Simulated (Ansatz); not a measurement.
# BClF2H: the cost of one run

Program: Ansatz 0.2.0. Level of theory: UKS PBE0-D4/def2-SVP. These are calculated values, not measurements.

**1. The system as given**

Bond lengths: B1–F2 1.570 Å, B1–F3 1.320 Å, B1–H4 1.190 Å, F2–Cl5 1.800 Å. Angles: B1–F2–Cl5 180.0°, F2–B1–F3 120.0°, F2–B1–H4 120.0°, F3–B1–H4 120.0°.

As a file:

```xyz
5

B     0.0000    0.0000    0.0000
F     0.0000    0.0000    1.5700
F     1.1431    0.0000   -0.6600
H    -1.0305    0.0000   -0.5950
Cl    0.0000    0.0000    3.3700
```

**2. Pulling towards end A**

Springs on the bonds that form and break draw the guess towards this end; the thresholds are loose.

Input file input.yaml:

```yaml
crystal:
  periodic: [false, false, false]
  atoms:
    - { symbol: B, position_ang: [0.0, 0.0, 0.0] }
    - { symbol: F, position_ang: [0.0, 0.0, 1.57] }
    - { symbol: F, position_ang: [1.1431, 0.0, -0.66] }
    - { symbol: H, position_ang: [-1.0305, 0.0, -0.595] }
    - { symbol: Cl, position_ang: [0.0, 0.0, 3.37] }
magnetization:
  spin_polarized: true
  initial_magnetization: 1
basis:
  gaussian: { orbitals: def2-SVP }
hamiltonian:
  xc: pbe0
  dispersion: d4
relax:
  f_tol: 0.15
  max_steps: 25
  restrain:
    - { distance: [1, 4], at: 2.7, k: 30.0 }
    - { distance: [0, 1], at: 1.32, k: 30.0 }
```

Started as:

```
$ ansatz run input.yaml --threads 1 --pin off --max-ram 2048MiB --backend cpu --events-out ev --progress --plain --runs-dir out
```

**Question.** How long does this run take on 1 thread of Intel Xeon 6975P-C (Granite Rapids), shared host, and how much memory does it need?

About 14 s, with a peak of 0.17 GiB.
